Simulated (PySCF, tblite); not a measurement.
# C₅H₇BN+: dynamics, then NMR shifts on frames, part 1 of 2

Aim: move C₅H₇BN+ (`B[n+]1ccccc1`) away from its starting geometry and see how NMR shifts follow the geometry.

The runs use tblite 0.8.0 and PySCF 2.14.0, with density-fitted response routines of our own; the level of theory stands in each step. All values are computed, except where a source is named. Atoms are numbered from 0 throughout.

### Step 1. Starting geometry

14 atoms, charge 1, multiplicity 1; geometry from: GFN2-xTB.

Bonds of the start (Å): B0–N1 1.47, N1–C2 1.35, C2–C3 1.38, C3–C4 1.39, C4–C5 1.39, C5–C6 1.38, C6–N1 1.35, B0–H7 1.16, B0–H8 1.16, C2–H9 1.08, C3–H10 1.08, C4–H11 1.08, C5–H12 1.08, C6–H13 1.08.

### Step 2. Thermal motion with GFN2-xTB

What the job is given:

```
{"job": {"kind": "md", "xc": "GFN2-xTB", "basis": "xTB", "temperature": 600, "steps": 2000, "every": 50, "frames": 5}, "charge": 1, "multiplicity": 1}
B      2.322060    -0.040049    -0.065572
N      0.854441    -0.014846    -0.025009
C      0.143847    -1.149746    -0.206237
C     -1.233154    -1.158934    -0.172437
C     -1.916204     0.032906     0.052268
C     -1.181243     1.200343     0.237981
C      0.194322     1.143616     0.194169
H      2.895533     0.958802     0.090083
H      2.851790    -1.057469    -0.252497
H      0.706607    -2.054671    -0.381665
H     -1.766674    -2.084801    -0.320838
H     -2.995519     0.051303     0.080965
H     -1.673415     2.144179     0.413525
H      0.796933     2.028894     0.333097
```

With the program's defaults for keys left out, this is: GFN2-xTB Langevin dynamics, gas phase.

Command:

```
$ OMP_NUM_THREADS=1 python probes_run.py task.json out
```

The driver reads the jobs from task.json and runs them one after another.

The program printed:

```text
t/fs     T/K      E/eV
    0.0   464.8   -490.08791
   25.0   398.8   -489.47504
   50.0   514.2   -489.43373
   75.0   473.0   -489.50254
  100.0   465.3   -489.31871
  125.0   311.7   -488.91767
  150.0   562.9   -489.36746
  175.0   589.2   -489.25013
  200.0   464.0   -489.11167
  225.0   460.5   -489.43566
  250.0   345.3   -489.04838
  275.0   441.8   -489.29625
  300.0   478.0   -489.53139
  325.0   415.8   -489.35189
  350.0   385.4   -489.28222
  375.0   629.4   -489.18568
  400.0   546.4   -488.83865
  425.0   861.8   -489.23984
  450.0   540.2   -488.72655
  475.0   750.1   -489.08764
  500.0   666.2   -489.05810
  525.0   706.1   -489.26504
  550.0   786.4   -489.14102
  575.0   772.5   -489.23442
  600.0   452.0   -488.89760
  625.0   567.7   -489.40367
  650.0   392.3   -489.30725
  675.0   431.3   -489.34657
  700.0   467.7   -489.22415
  725.0   623.3   -489.37086
  750.0   664.8   -489.28268
  775.0   610.8   -489.30249
  800.0   683.1   -489.21252
  825.0   482.0   -489.06723
  850.0   497.9   -489.15539
  875.0   739.2   -489.23669
  900.0   496.5   -489.00475
  925.0   535.2   -488.82921
  950.0   561.7   -488.78351
  975.0   757.3   -489.37243
 1000.0   473.7   -489.09761
```

It took 9.2 s on 1 thread of Arm Neoverse V1, shared host; peak memory 0.18 GiB.

Distance from the start (root mean square after alignment): 0 fs 0.00 Å, 200 fs 0.17 Å, 400 fs 0.25 Å, 600 fs 0.18 Å, 800 fs 0.14 Å, 1000 fs 0.27 Å.

Positions (Å) and forces (eV/Å) at 1000 fs:

```xyz
14

B     2.890   -0.105    0.576   -1.309   -0.602   -0.038
N     1.397   -0.295    0.762    0.800   -4.456   -2.216
C     0.880   -1.611    0.422   -0.629    2.106    1.918
C    -0.440   -1.979    0.789    2.140    0.218   -1.033
C    -1.272   -0.936    1.070   -2.827    0.672   -0.128
C    -0.756    0.299    1.348   -1.353    2.036    1.333
C     0.584    0.577    1.282   -0.183    0.727    0.654
H     3.342    0.575    1.354    0.506    0.782    0.566
H     3.552   -0.699   -0.179   -0.392   -0.022   -0.059
H     1.642   -2.211    0.005    0.216   -0.796   -0.266
H    -0.943   -2.922    0.853    0.736   -0.703   -0.632
H    -2.421   -1.044    1.003    1.919   -0.033    0.510
H    -1.453    1.048    1.802    0.749   -0.441   -0.718
H     1.086    1.457    1.640   -0.373    0.511    0.110
```

### Step 3. Nuclear shieldings: 250 fs, PBE0/pcSseg-1

What the job is given:

```
{"job": {"kind": "nmr", "xc": "PBE0", "basis": "pcSseg-1", "pop": false}, "charge": 1, "multiplicity": 1}
B      2.309300    -0.362400    -0.529100
N      0.824700    -0.376800    -0.291000
C     -0.007400    -1.387100    -0.706900
C     -1.221500    -1.774300    -0.254400
C     -1.724600    -0.877600     0.800900
C     -1.014200     0.209200     1.109200
C      0.226400     0.428100     0.644900
H      2.885200     0.268600     0.255600
H      2.748600    -0.687600    -1.619900
H      0.545800    -1.755100    -1.577600
H     -1.929600    -2.524100    -0.565600
H     -2.695400    -0.996600     1.216900
H     -1.321500     0.945000     1.806100
H      0.691500     1.420900     0.881200
```

Method: GIAO PBE0/pcSseg-1 NMR shielding, non-relativistic, gas phase.

The program printed:

```text
coarse grid: 11920 points
cycle   1  E = -273.6154011354  dE =  1.425e+00  |g| = 3.283e-01  |ddm| = 3.422e+00
cycle   2  E = -273.5698323991  dE =  4.557e-02  |g| = 5.454e-01  |ddm| = 8.001e-01
cycle   3  E = -273.6445905262  dE = -7.476e-02  |g| = 7.481e-02  |ddm| = 4.589e-01
cycle   4  E = -273.6456300532  dE = -1.040e-03  |g| = 3.899e-02  |ddm| = 8.683e-02
cycle   5  E = -273.6460011291  dE = -3.711e-04  |g| = 5.335e-03  |ddm| = 3.243e-02
cycle   6  E = -273.6460061718  dE = -5.043e-06  |g| = 2.983e-03  |ddm| = 6.812e-03
final grid: 115848 points
cycle   7  E = -273.6842575199  dE = -3.135e-05  |g| = 7.903e-03  |ddm| = 3.309e-02
cycle   8  E = -273.6842442239  dE =  1.330e-05  |g| = 1.059e-02  |ddm| = 1.653e-02
cycle   9  E = -273.6842736281  dE = -2.940e-05  |g| = 1.932e-03  |ddm| = 1.006e-02
cycle  10  E = -273.6842746530  dE = -1.025e-06  |g| = 2.995e-04  |ddm| = 1.891e-03
cycle  11  E = -273.6842746728  dE = -1.977e-08  |g| = 1.280e-04  |ddm| = 3.788e-04
cycle  12  E = -273.6842746768  dE = -4.056e-09  |g| = 5.830e-05  |ddm| = 1.522e-04
cycle  13  E = -273.6842746777  dE = -8.235e-10  |g| = 7.744e-06  |ddm| = 4.249e-05
converged SCF energy = -273.6842746777

GIAO shielding tensors (ppm)
atom      isotropic    diamagn.    paramagn.     s11        s22        s33       span
  0 B       31.224     196.784    -165.559    -53.895     44.057    103.511    157.406
  1 N       15.397     334.475    -319.078   -132.495    -68.137    246.824    379.319
  2 C       31.067     248.819    -217.752    -52.538     -6.898    152.638    205.175
  3 C       49.667     254.775    -205.108    -66.182     30.341    184.842    251.024
  4 C       14.576     255.200    -240.624   -111.519    -33.991    189.237    300.757
  5 C       59.628     257.569    -197.942    -52.675     50.191    181.367    234.043
  6 C       19.388     255.709    -236.320    -74.126    -13.798    146.089    220.216
  7 H       24.902      29.228      -4.326     22.582     24.383     27.741      5.159
  8 H       23.769      27.585      -3.816     21.881     23.942     25.485      3.604
  9 H       22.672      28.670      -5.998     17.170     23.761     27.084      9.914
 10 H       22.010      28.292      -6.282     19.580     20.853     25.597      6.017
 11 H       22.404      29.276      -6.872     19.512     21.106     26.593      7.081
 12 H       23.666      30.939      -7.273     19.942     24.130     26.926      6.985
 13 H       22.069      30.116      -8.047     17.491     23.086     25.632      8.141
```

Run time: 13 s. Hardware: 1 thread of Arm Neoverse V1, shared host; peak memory 0.71 GiB.

Shifts follow as δ = σ(reference) − σ, with reference shieldings (ppm) from runs at the same level and on the same kind of geometry: 1H TMS 31.72, 13C TMS 186.9, 15N NH3 267.7, 11B BF3·OEt2 100.1. The references are single molecules in the gas phase, so shifts against H2O, NH3, PH3, H3PO4 or CFCl3 are not on the usual liquid scales and can be off by tens of ppm. Each atom is listed at this fixed geometry, with no averaging over motion; a spectrum would average atoms that exchange fast.

```csv
atoms,environment,σ (ppm),δ (ppm)
C4,aromatic CH,14.6,172.3
C6,aromatic CH next to a ring nitrogen,19.4,167.5
C2,aromatic CH next to a ring nitrogen,31.1,155.9
C3,aromatic CH,49.7,137.3
C5,aromatic CH,59.6,127.3
H10,hydrogen on an aromatic CH,22.01,9.71
H13,hydrogen on an aromatic CH next to a ring nitrogen,22.07,9.65
H11,hydrogen on an aromatic CH,22.40,9.31
H9,hydrogen on an aromatic CH next to a ring nitrogen,22.67,9.05
H12,hydrogen on an aromatic CH,23.67,8.05
H8,hydrogen on a boron bonded to N,23.77,7.95
H7,hydrogen on a boron bonded to N,24.90,6.81
B0,"boron bonded to N, 2 H",31.2,68.8
N1,cationic ring nitrogen,15.4,252.3
```

Ring of atoms N1, C2, C3, C4, C5, C6: NICS(0) -5.7, NICS(1) -9.5, NICS(1)zz -24.0 ppm (means of both faces).

### Step 4. NMR shieldings: 425 fs, PBE0/pcSseg-1

What the job is given:

```
{"job": {"kind": "nmr", "xc": "PBE0", "basis": "pcSseg-1", "pop": false}, "charge": 1, "multiplicity": 1}
B      1.974700     0.115100    -1.174500
N      0.896800    -0.435000    -0.214500
C      0.253100    -1.542600    -0.618500
C     -0.852900    -2.048400    -0.026100
C     -1.216300    -1.460100     1.244900
C     -0.566000    -0.303100     1.587600
C      0.496900     0.238800     0.902600
H      2.492000     1.064300    -0.589300
H      2.010700    -0.214400    -2.249400
H      0.747400    -1.994400    -1.473100
H     -1.451200    -2.915100    -0.448600
H     -2.045300    -1.613900     1.952000
H     -0.777000     0.039300     2.600100
H      1.076900     1.063100     1.345200
```

With the program's defaults for keys left out, this is: GIAO PBE0/pcSseg-1 NMR shielding, non-relativistic, gas phase.

The program printed:

```text
coarse grid: 11920 points
cycle   1  E = -273.6326388795  dE =  1.326e+00  |g| = 3.013e-01  |ddm| = 3.391e+00
cycle   2  E = -273.5949446146  dE =  3.769e-02  |g| = 5.009e-01  |ddm| = 7.482e-01
cycle   3  E = -273.6585508987  dE = -6.361e-02  |g| = 6.044e-02  |ddm| = 4.186e-01
cycle   4  E = -273.6591012188  dE = -5.503e-04  |g| = 3.870e-02  |ddm| = 7.553e-02
cycle   5  E = -273.6594708184  dE = -3.696e-04  |g| = 5.141e-03  |ddm| = 3.343e-02
cycle   6  E = -273.6594757168  dE = -4.898e-06  |g| = 2.770e-03  |ddm| = 6.383e-03
final grid: 115848 points
cycle   7  E = -273.6970763510  dE = -3.126e-05  |g| = 7.539e-03  |ddm| = 3.493e-02
cycle   8  E = -273.6970634840  dE =  1.287e-05  |g| = 1.021e-02  |ddm| = 1.625e-02
cycle   9  E = -273.6970911455  dE = -2.766e-05  |g| = 1.943e-03  |ddm| = 9.974e-03
cycle  10  E = -273.6970921924  dE = -1.047e-06  |g| = 3.041e-04  |ddm| = 1.935e-03
cycle  11  E = -273.6970922138  dE = -2.134e-08  |g| = 1.001e-04  |ddm| = 3.732e-04
cycle  12  E = -273.6970922160  dE = -2.226e-09  |g| = 5.950e-05  |ddm| = 1.441e-04
cycle  13  E = -273.6970922169  dE = -9.254e-10  |g| = 1.032e-05  |ddm| = 4.948e-05
converged SCF energy = -273.6970922169

GIAO shielding tensors (ppm)
atom      isotropic    diamagn.    paramagn.     s11        s22        s33       span
  0 B       29.573     197.601    -168.028    -49.421     45.301     92.839    142.260
  1 N        9.791     332.384    -322.593   -119.921    -98.974    248.267    368.188
  2 C       31.544     251.709    -220.164    -60.560     12.511    142.681    203.241
  3 C       47.587     256.525    -208.938    -52.244     16.650    178.353    230.597
  4 C       15.785     257.139    -241.354   -113.633    -22.090    183.076    296.709
  5 C       44.368     258.034    -213.666    -74.379     31.098    176.386    250.765
  6 C       26.805     252.938    -226.134    -73.388      7.053    146.749    220.137
  7 H       24.462      28.446      -3.984     22.583     23.306     27.495      4.912
  8 H       24.769      30.145      -5.376     21.677     25.009     27.620      5.943
  9 H       22.528      29.494      -6.966     17.273     23.943     26.368      9.095
 10 H       22.018      26.189      -4.170     18.744     22.670     24.641      5.898
 11 H       21.399      27.823      -6.424     18.484     19.705     26.008      7.523
 12 H       23.002      29.578      -6.576     19.295     22.931     26.780      7.484
 13 H       21.764      29.803      -8.038     17.863     22.289     25.141      7.278
```

Wall time 13 s (1 thread of Arm Neoverse V1, shared host); peak memory 0.77 GiB.

Key values: δ C4 171.1, C6 160.1, C2 155.4, C5 142.6, H11 10.32, H13 9.95 ppm.

(Continued in part 2 of 2.)
